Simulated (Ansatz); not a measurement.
This script drives the Python package of Ansatz (0.2.0).

`y3mg.py`:
```python
"""DFPT phonons of Y3Mg."""

from pathlib import Path

import ansatz as az
import numpy as np
from pymatgen.core import Lattice, Structure
from pymatgen.io.ase import AseAtomsAdaptor


def main() -> None:
    pmg_structure = Structure(
        Lattice([[0.0, 3.918549, 3.918549], [3.918549, 0.0, 3.918549], [3.918549, 3.918549, 0.0]]),
        ["Y", "Y", "Y", "Mg"],
        [
            [0.5, 0.5, 0.5],
            [0.25, 0.25, 0.25],
            [0.75, 0.75, 0.75],
            [0.0, 0.0, 0.0],
        ],
    )
    structure = az.Crystal.from_ase(AseAtomsAdaptor.get_atoms(pmg_structure))

    calculation = (
        structure.calculation()
        .occupations(az.OccupationsMethod.FERMI_DIRAC, width=0.05)
        .basis(34 * az.Ry)
        .functional("PBEsol", dispersion="d3bjatm")
        .kpoints(8, 8, 8)
        .phonons("dfpt", points=[(0, 0, 0), (0.5, 0.5, 0), (0.5, 0, 0)])
    )
    out = calculation.run(threads=1, pin="off", runs_dir="runs")
    ph = out.phonons

    for q in ph.qpoints:
        thz = np.asarray(q.omega_inv_cm) / 33.35641
        print("q = ({:.2f}, {:.2f}, {:.2f})".format(*q.q_frac), np.round(thz, 2) + 0.0, "THz")


if __name__ == "__main__":
    main()
```

It is started by `python y3mg.py`. Estimate its wall time and peak memory on 1 thread of Arm Neoverse V1 (shared host).

It took about 8.4 min, with a peak of 1.6 GiB, for 1 run of the engine.

Output of `python y3mg.py`:
```text
q = (0.00, 0.00, 0.00) [0.   0.   0.   2.73 2.73 2.73 3.55 3.55 3.55 5.56 5.56 5.56] THz
q = (0.50, 0.50, 0.00) [-1.38 -1.38  1.68  2.14  2.16  2.78  2.78  3.68  3.68  5.29  5.38  5.38] THz
q = (0.50, 0.00, 0.00) [-1.82  1.34  1.34  1.92  1.92  2.59  3.46  3.74  3.74  5.37  5.47  5.47] THz
```

The run is spin-unpolarised. The cell isn't relaxed first, so the values belong to this volume. Dispersion corrections can be off by several per cent in the lattices of metals, and by several GPa in the pressure at a fixed cell. A negative frequency stands for an imaginary mode. This cell is a computed structure, which may not be the phase found in nature. The structure is taken as given; imaginary modes can come from an unrelaxed or unstable start. Phonons of metals also depend on mesh and smearing.
